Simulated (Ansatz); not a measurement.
# SnSe2: the cost of one run

The runs shown are made with Ansatz 0.2.0. PAW datasets, plane waves. The values are computed, spin-unpolarised, and not measurements.

## (1) The system as given

The unstrained cell was relaxed with r2SCAN+rVV10; in each strained cell the atoms were relaxed again with r2SCAN+rVV10. Names of k-points are those of the unstrained zone, where strain can split equivalent points. First state: -2.0 % equal strain in all directions.

It is trigonal, P-3m1 (No. 164); conventional cell a = 3.749 Å, c = 6.103 Å, 24.76 Å³ an atom. Near Sn stand 6 Se at 2.69 Å; near Se stand 3 Sn at 2.69 Å.

Coordinates:

```cif
data_structure
_symmetry_space_group_name_H-M 'P 1'
_symmetry_Int_Tables_number 1
_cell_length_a 3.7486
_cell_length_b 3.7486
_cell_length_c 6.1025
_cell_angle_alpha 90.000
_cell_angle_beta 90.000
_cell_angle_gamma 120.000
_cell_volume 74.27
loop_
_atom_site_label
_atom_site_type_symbol
_atom_site_fract_x
_atom_site_fract_y
_atom_site_fract_z
_atom_site_occupancy
Sn1 Sn 0.00000 0.00000 0.00000 1
Se1 Se 0.33333 0.66667 0.26117 1
Se2 Se 0.66667 0.33333 0.73883 1
```

From earlier runs on the unstrained cell: PBE 0.63 eV, r2SCAN 0.92 eV, HSE06 1.30 eV, r2SCAN+SOC 0.89 eV, G0W0 1.29 eV (on its mesh); a = 3.825 Å, c = 6.227 Å.

## (2) -2.0 % equal strain in all directions: PBE

Contents of input.yaml:

```yaml
crystal:
  lattice:
    - [3.7486463432, 0.0, 0.0]
    - [-1.8743231716, 3.2464229631, 0.0]
    - [0.0, 0.0, 6.1025374831]
  atoms:
    - { symbol: Sn, position: [0.0, 0.0, 0.0] }
    - { symbol: Se, position: [0.3333333333, 0.6666666667, 0.2611725953] }
    - { symbol: Se, position: [0.6666666667, 0.3333333333, 0.7388274047] }
kpoints:
  mp_grid: { grid: [12, 12, 4] }
  band_path:
    path:
      - [0.0, 0.0, 0.0]
      - [0.5, 0.0, 0.0]
      - [0.3333333333, 0.3333333333, 0.0]
      - [0.0, 0.0, 0.5]
      - [0.5, 0.0, 0.5]
      - [0.3333333333, 0.3333333333, 0.5]
      - [0.0, 0.143229, -0.148438]
      - [0.0, 0.450521, 0.351562]
    npoints: 1
hamiltonian:
  xc: pbe
scf:
  occupations: { method: fermi_dirac, width: 0.02 }
  n_extra_bands: 4
output:
  forces: true
  stress: true
  eigenvalues: true
```

Run with:

```
> ansatz run input.yaml --threads 2 --pin off --max-ram 29491MiB --backend cpu --events-out ev --progress --plain --runs-dir out
```

Q: Estimate wall time and peak memory on 2 threads of AMD EPYC 7R13 (Zen 3), shared host.

About 2.8 s, with a peak of 0.56 GiB.
